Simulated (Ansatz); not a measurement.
# AlSi3H9: up Jacob's ladder to CCSD(T)

An exercise on one series of results from a longer session: the logs are not shown, and one member is left open.

Method: functionals in def2-TZVPP, the program's frozen cores in correlated methods; program: Ansatz 0.2.0, Gaussian basis.

Levels to be run: LDA (SPW92), PBE-D4, revPBE-D4, BLYP-D4, r2SCAN-D4, B97M-V, PBE0-D4, B3LYP-D4, r2SCANh-D4, r2SCAN0-D4, HSE06-D4, BHLYP-D4, CAM-B3LYP-D4, LC-ωPBE, ωB97X-V, ωB97M-V, B2PLYP, PBE-QIDH; CCSD(T)/def2-SVP; CCSD(T)/def2-TZVPP; MP2/def2-QZVPP; extrapolation to the limit; RPA on PBE.

## The geometry

The geometry comes from an earlier relaxation with PBE0-D4 in a triple-zeta def2 set; it is a stationary point, not always the lowest conformer.

13 atoms, charge 0, spin multiplicity 1.

Atoms are counted from 1 here; the program's logs count them from 0.

Bond lengths: Si1–Al2 2.459 Å, Si1–H5 1.490 Å, Si1–H6 1.492 Å, Si1–H7 1.492 Å, Al2–Si3 2.460 Å, Al2–Si4 2.458 Å, Si3–H8 1.490 Å, Si3–H9 1.492 Å, Si3–H10 1.493 Å, Si4–H11 1.493 Å, Si4–H12 1.493 Å, Si4–H13 1.490 Å. Angles: Al2–Si1–H5 113.7°, Al2–Si1–H6 110.3°, Al2–Si1–H7 110.3°, H5–Si1–H6 107.6°, H5–Si1–H7 107.6°, H6–Si1–H7 107.0°, Si1–Al2–Si3 117.6°, Si1–Al2–Si4 122.8°, Si3–Al2–Si4 119.6°, Al2–Si3–H8 113.7°, Al2–Si3–H9 110.5°, Al2–Si3–H10 110.3°, H8–Si3–H9 107.6°, H8–Si3–H10 107.5°, H9–Si3–H10 107.0°, Al2–Si4–H11 110.1°, Al2–Si4–H12 110.1°, Al2–Si4–H13 114.0° and more.

Set-up of the first run:

in.yaml reads:

```yaml
crystal:
  periodic: [false, false, false]
  atoms:
    - {symbol: Si, position_ang: [-0.719992, 2.076316, -1.109201]}
    - {symbol: Al, position_ang: [-0.033057, -0.025777, -0.033155]}
    - {symbol: Si, position_ang: [1.705417, 0.097625, 1.703220]}
    - {symbol: Si, position_ang: [-1.010434, -2.203548, -0.619669]}
    - {symbol: H, position_ang: [-1.771008, 1.901401, -2.150710]}
    - {symbol: H, position_ang: [-1.248531, 3.029950, -0.090007]}
    - {symbol: H, position_ang: [0.452407, 2.734975, -1.756467]}
    - {symbol: H, position_ang: [2.069589, -1.226384, 2.281841]}
    - {symbol: H, position_ang: [2.951462, 0.706365, 1.151693]}
    - {symbol: H, position_ang: [1.253787, 0.970609, 2.826492]}
    - {symbol: H, position_ang: [0.056433, -3.136022, -1.088636]}
    - {symbol: H, position_ang: [-1.635762, -2.826572, 0.583873]}
    - {symbol: H, position_ang: [-2.050109, -2.133539, -1.684471]}
basis:
  gaussian: {orbitals: def2-TZVPP}
hamiltonian: {xc: lda}
output: {orbitals: {seedname: orbitals}}
```

Launch:

```bash
ansatz run in.yaml --threads 4 --pin off --events-out ev --progress --plain --max-ram 10444MiB
```

Among the steps run: LDA; PBE-D4 (GGA); revPBE-D4 (GGA); BLYP-D4 (GGA); r2SCAN-D4 (meta-GGA); B97M-V (meta-GGA); B3LYP-D4 (hybrid); r2SCANh-D4 (hybrid); r2SCAN0-D4 (hybrid); HSE06-D4 (hybrid); BHLYP-D4 (hybrid); CAM-B3LYP-D4 (range-separated); LC-ωPBE (range-separated); ωB97X-V (range-separated); ωB97M-V (range-separated); B2PLYP (double hybrid); PBE-QIDH (double hybrid).

One of the session's tables, all rows but one given; the rest of the session is left out.

It belongs to the step «Orbital energies across the functionals». 

```
  functional  HOMO (eV)  LUMO (eV)  gap (eV)
 LDA (SPW92)      -6.38      -3.53      2.84
      PBE-D4      -6.30      -3.36      2.94
   revPBE-D4      -6.27      -3.28      2.99
     BLYP-D4      -6.15      -3.20      2.95
   r2SCAN-D4      -6.53      -3.21      3.31
      B97M-V      -6.60      -3.37      3.23
     PBE0-D4      -7.30      -2.64      4.66
    B3LYP-D4      -7.11      -2.79      4.33
  r2SCANh-D4      -6.89      -2.96      3.93
  r2SCAN0-D4      -7.45      -2.58      4.87
    HSE06-D4      -6.92      -3.01      3.91
    BHLYP-D4      -8.20      -1.81      6.39
CAM-B3LYP-D4      -8.50      -1.62      6.88
     LC-ωPBE      -9.77      -0.62      9.15
     ωB97X-V          ?          ?         ?
     ωB97M-V      -9.22      -0.99      8.23
```

Estimate the missing values for ωB97X-V.

As computed: HOMO (eV): -9.47; LUMO (eV): -0.73; gap (eV): 8.74. In the column «HOMO (eV)» it lies between LC-ωPBE (-9.77) and ωB97M-V (-9.22).
